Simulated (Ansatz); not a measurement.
Runs of Ansatz 0.2.0 on GaGe. Symmetry: F-43m, No. 216, cubic system. The conventional cell has a = 5.796 Å, b = 5.796 Å, c = 5.796 Å, α = 90.00°, β = 90.00°, γ = 90.00°. Ge (site symmetry -43m) is surrounded by 4 Ga at 2.51 Å. Ga (site symmetry -43m) is surrounded by 4 Ge at 2.51 Å. The cell comes from a database or a generator and needn't be the stable form of this composition.

| task | potentials or basis | k mesh | cutoff (eV) | smearing | basis error allowed | mesh quality | gap on the mesh (eV) | pressure (GPa) |
| --- | --- | --- | --- | --- | --- | --- | --- | --- |
| elastic constants | all-electron LAPW, scalar-relativistic | 6 × 6 × 6 | 324 | fermi-dirac 0.05 eV | 0.001 eV/atom | coarse | none | -2.5 |
| density of states | all-electron PAW datasets made for the crystal | 8 × 8 × 8 | 240 | fermi-dirac 0.05 eV | - | not flagged | none | (a) |
| single point | all-electron LAPW, scalar-relativistic | 5 × 5 × 5 | 301 | fermi-dirac 0.03 eV | 0.001 eV/atom | coarse | none | -2.8 |
| phonons | all-electron LAPW, scalar-relativistic | 8 × 8 × 8 | 324 | fermi-dirac 0.05 eV | 0.001 eV/atom | not flagged | none | - |

Alike in all rows: level PBEsol; no spin polarisation; cell as given.

Problem. Estimate the missing entries.

Solution. (a) -2.4.

Caveats: some runs use coarse meshes; the k mesh is thin for a metal, which can move the energy by tens of meV per atom (some runs); a metal's response needs a denser mesh (some runs); the elastic tensor has a negative eigenvalue, so either the cell is unstable as it stands or the mesh is too thin (some runs); the program warned that the printed levels may be off, so bands, gaps and densities of states are rough (some runs).

A k mesh can miss the band edges, and the runs leave out spin-orbit coupling on Ga, Ge.

A gap of «none» marks a metal or a gap under the smearing width.

The runs don't all hold the same shells in valence.
